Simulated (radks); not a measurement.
# Sn²⁺ in [Kr] 4d10 5s2: an all-electron calculation

An exercise on one series of results from a longer session: the logs are not shown, and one member is left open.

Method: scalar-relativistic Kohn-Sham, PBE, spin-polarised, spherical densities, finite nucleus. Code: radks (a radial shooting solver on a logarithmic mesh, Libxc functionals) version 1.

## The system

```
element            : tin (Z = 50)
charge             : +2
electrons          : 48
configuration      : [Kr] 4d10 5s2
nuclear rms radius : 4.6519 fm
```

Outer shells as boxes (Hund's rule):

Sn²⁺
```
[Kr] core
4d [↑↓][↑↓][↑↓][↑↓][↑↓]
5s [↑↓]
```

The first run:

Input:

```text
Z 50
configuration [Kr] 4d10 5s2
relativity scalar-relativistic
functional pbe,pbe
spin polarised
nucleus finite rms 4.6519 fm
c 137.035999084
```

Steps of the session up to this table: Self-consistent calculation.

One table of the session follows, with a row left open; its other results are not shown here.

Sizes of the orbitals, from the radial functions (bohr):

| level | <r> | outermost maximum (interpolated) | 90 % within | nodes |
| --- | --- | --- | --- | --- |
| 1s | ? | ? | ? | ? |
| 2s | 0.1255 | 0.106 | 0.194 | 1 |
| 2p | 0.1096 | 0.0849 | 0.178 | 0 |
| 3s | 0.3394 | 0.308 | 0.499 | 2 |
| 3p | 0.3377 | 0.301 | 0.507 | 1 |
| 3d | 0.3146 | 0.251 | 0.496 | 0 |
| 4s | 0.8186 | 0.746 | 1.18 | 3 |
| 4p | 0.8856 | 0.788 | 1.30 | 2 |
| 4d | 1.091 | 0.886 | 1.69 | 1 |
| 5s | 2.216 | 1.94 | 3.22 | 4 |

**Question.** Estimate the row for 1s.

**Answer.** <r>: 0.02906; outermost maximum (interpolated): 0.0188; 90 % within: 0.0522; nodes: 0. In the column «<r>» it is the lowest.
